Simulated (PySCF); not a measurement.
# CH₃GeN: NMR shifts and spin-spin couplings

Aim: predict the NMR shifts and spin-spin couplings of CH₃GeN (`N#[C][GeH3]`).

Computed with PySCF 2.14.0, with density-fitted response routines of our own, on a single molecule in the gas phase. Atoms count from 0, in the outputs and in this text.

## 1. The starting structure

6 atoms, charge 0, multiplicity 1; geometry from: GFN2-xTB.

Bonds of the start (Å): N0–C1 1.14, C1–Ge2 1.91, Ge2–H3 1.49, Ge2–H4 1.49, Ge2–H5 1.49.

## 2. NMR shieldings: PBE0/pcSseg-1

Job settings and geometry (Å):

```
{"job": {"kind": "nmr", "xc": "PBE0", "basis": "pcSseg-1"}, "charge": 0, "multiplicity": 1}
N      2.446562     0.009728     0.048477
C      1.302088     0.005427     0.024203
Ge    -0.603599    -0.001974    -0.016455
H     -1.038725     1.270450    -0.655963
H     -1.026090    -1.186536    -0.814177
H     -1.077113    -0.095105     1.392340
```

Method: GIAO PBE0/pcSseg-1 NMR shielding, non-relativistic, gas phase.

**Question.** This job is followed by: B3LYP/pcJ-1 Ge:pcSseg-1 indirect spin-spin coupling, non-relativistic, gas phase. Predict these results of the whole session: 13C shifts against TMS (PBE0/pcSseg-1); 1H shifts against TMS (PBE0/pcSseg-1, means over atoms taken as alike); 15N shifts against NH3 (PBE0/pcSseg-1); 73Ge shifts against GeMe4 (PBE0/pcSseg-1); largest coupling of the table (B3LYP/pcSseg-1+pcJ-1).

The runs gave:

| quantity | value |
| --- | --- |
| 13C shifts against TMS (PBE0/pcSseg-1) | 119.0 ppm |
| 1H shifts against TMS (PBE0/pcSseg-1, means over atoms taken as alike) | 3.97 ppm |
| 15N shifts against NH3 (PBE0/pcSseg-1) | 369.0 ppm |
| 73Ge shifts against GeMe4 (PBE0/pcSseg-1) | -291 ppm |
| largest coupling of the table (B3LYP/pcSseg-1+pcJ-1) | 1J(N,C) N0–C1, -15.0 Hz |

At PBE0/pcSseg-1: The largest span, 617 ppm, is at N0, where the paramagnetic term is -439 ppm. In the run at B3LYP/pcSseg-1+pcJ-1, the largest coupling of the table is N0–C1, -15.0 Hz, of which the Fermi-contact term gives -9.6 Hz. Spin-orbit coupling is left out, which matters for shieldings and couplings at and beside the heavy atoms.
